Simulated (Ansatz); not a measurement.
# Cr (Chromium): the cost of one run

Method: DFT PBEsol, scalar-relativistic, plane waves, PAW, in Ansatz 0.2.0.

2 further runs of the same task are left out: 2 set aside as unsound or not needed.

### Step 1. Starting point

The structure is cubic, space group Im-3m (No. 229). Conventional cell: a = 2.814 Å, b = 2.814 Å, c = 2.814 Å, α = 90.00°, β = 90.00°, γ = 90.00°. Around Cr (site symmetry m-3m) lie 8 Cr at 2.44 Å.

Coordinates:

```cif
data_structure
_symmetry_space_group_name_H-M 'Im-3m'
_symmetry_Int_Tables_number 229
_cell_length_a 2.8142
_cell_length_b 2.8142
_cell_length_c 2.8142
_cell_angle_alpha 90.000
_cell_angle_beta 90.000
_cell_angle_gamma 90.000
_cell_volume 22.29
loop_
_atom_site_label
_atom_site_type_symbol
_atom_site_symmetry_multiplicity
_atom_site_Wyckoff_symbol
_atom_site_fract_x
_atom_site_fract_y
_atom_site_fract_z
_atom_site_occupancy
Cr1 Cr 2 a 0.00000 0.00000 0.00000 1
```

This cell was relaxed beforehand with the same method: volume 11.14 Å³/atom, gap on the mesh none (metal).

### Step 2. Bulk reference on the slab's mesh

The input, input.yaml:

```yaml
crystal:
  lattice:
    - [2.4371427744, 0.0, 0.0]
    - [-0.8123809248, 2.2977602433, 0.0]
    - [0.8123809248, 1.1488801217, 1.9899187425]
  atoms:
    - { symbol: Cr, position: [0.0, 0.0, 0.0] }
basis:
  ecutwfc: 420
kpoints:
  mp_grid: { grid: [15, 15, 17] }
hamiltonian:
  xc: pbesol
scf:
  occupations: { method: gaussian, width: 0.1 }
output:
  forces: true
  stress: true
  eigenvalues: true
```

On the command line:

```
> ansatz run input.yaml --threads 2 --pin off --max-ram 5120MiB --backend cpu --events-out ev --progress --plain --runs-dir out
```

What time and memory should one allow on 2 threads of Intel Xeon 6975P-C (Granite Rapids), shared host?

About 2.5 s, with a peak of 0.48 GiB.
